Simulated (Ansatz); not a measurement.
# B2F4H2: the cost of one run

Computed with Ansatz 0.2.0, Gaussian basis. Level: the settings change from run to run.

### 1 The relaxed structure

The structure was relaxed beforehand with PBE0-D4 in a triple-zeta def2 set.

SMILES `F[B@H-]1[F+][B@H-](F)[F+]1`, 8 atoms, charge 0, spin multiplicity 1.

Atoms are counted from 1 here; the program's logs count them from 0.

Bond lengths: F1–B2 1.319 Å, B2–F3 1.544 Å, B2–F6 1.545 Å, B2–H7 1.187 Å, F3–B4 1.545 Å, B4–F5 1.319 Å, B4–F6 1.544 Å, B4–H8 1.187 Å. Angles: F1–B2–F3 109.7°, F1–B2–F6 109.7°, F1–B2–H7 122.2°, F3–B2–F6 87.0°, F3–B2–H7 111.3°, F6–B2–H7 111.3°, B2–F3–B4 93.0°, F3–B4–F5 109.7°, F3–B4–F6 87.0°, F3–B4–H8 111.3°, F5–B4–F6 109.7°, F5–B4–H8 122.2°, F6–B4–H8 111.3°, B2–F6–B4 93.0°.

### 2 r2SCAN0/def2-mTZVP

Options: multiplicity 3, restricted open-shell orbitals.

Input file in.yaml:

```yaml
crystal:
  periodic: [false, false, false]
  atoms:
    - {symbol: F, position_ang: [1.054885, -1.462216, 1.057741]}
    - {symbol: B, position_ang: [0.988942, -0.304839, 0.428948]}
    - {symbol: F, position_ang: [0.248461, -0.482636, -0.914725]}
    - {symbol: B, position_ang: [-0.988935, 0.304843, -0.428940]}
    - {symbol: F, position_ang: [-1.055012, 1.462195, -1.057766]}
    - {symbol: F, position_ang: [-0.248418, 0.482722, 0.914693]}
    - {symbol: H, position_ang: [1.932211, 0.405936, 0.310323]}
    - {symbol: H, position_ang: [-1.932144, -0.406005, -0.310264]}
basis:
  gaussian: {orbitals: def2-mTZVP}
magnetization: {spin_polarized: false, initial_magnetization: 2}
hamiltonian: {xc: {name: r2SCAN0}}
output: {forces: true}
```

Launch:

```
$ ansatz run in.yaml --threads 4 --pin off --events-out ev --progress --plain --max-ram 10444MiB
```

What time and memory should one allow on 4 threads of Arm Neoverse V2, shared host?

About 15 s, with a peak of 0.47 GiB.
